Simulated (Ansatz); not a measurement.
# ZrC: the cost of one run

Program: Ansatz 0.2.0. Level of theory: DFT PBEsol, scalar-relativistic, plane waves, PAW. These are calculated values, not measurements.

1 further run of the same task is left out (set aside as unsound or not needed).

## (1) The structure to begin with

The structure is cubic, space group Fm-3m (No. 225). The conventional cell has a = 4.700 Å, b = 4.700 Å, c = 4.700 Å, α = 90.00°, β = 90.00°, γ = 90.00°. Zr (site symmetry m-3m) is surrounded by 6 C at 2.35 Å. C (site symmetry m-3m) has 6 Zr at 2.35 Å as nearest neighbours.

Coordinates:

```
CELL_PARAMETERS angstrom
0.00000 2.35021 2.35021
2.35021 0.00000 2.35021
2.35021 2.35021 0.00000
ATOMIC_POSITIONS crystal
Zr 0.50000 0.50000 0.50000
C 0.00000 0.00000 0.00000
```

The structure comes from the Crystallography Open Database.

## (2) A distortion that keeps the symmetry

The change: strain xx, yy, zz, yz, xz, xy = -0.9, -0.9, -0.9, +0.0, +0.0, +0.0 %.

Input file input.yaml:

```yaml
crystal:
  lattice:
    - [0.0, 2.3293166331, 2.3293166331]
    - [2.3293166331, 0.0, 2.3293166331]
    - [2.3293166331, 2.3293166331, 0.0]
  atoms:
    - { symbol: Zr, position: [0.5, 0.5, 0.5] }
    - { symbol: C, position: [0.0, 0.0, 0.0] }
basis:
  ecutwfc: 420
kpoints:
  mp_grid: { grid: [16, 16, 16] }
hamiltonian:
  xc: pbesol
scf:
  occupations: { method: gaussian, width: 0.1 }
output:
  forces: true
  stress: true
  eigenvalues: true
```

Q: Estimate wall time and peak memory on 1 thread of an Arm CPU, shared host.

About 3.5 s, with a peak of 0.32 GiB.
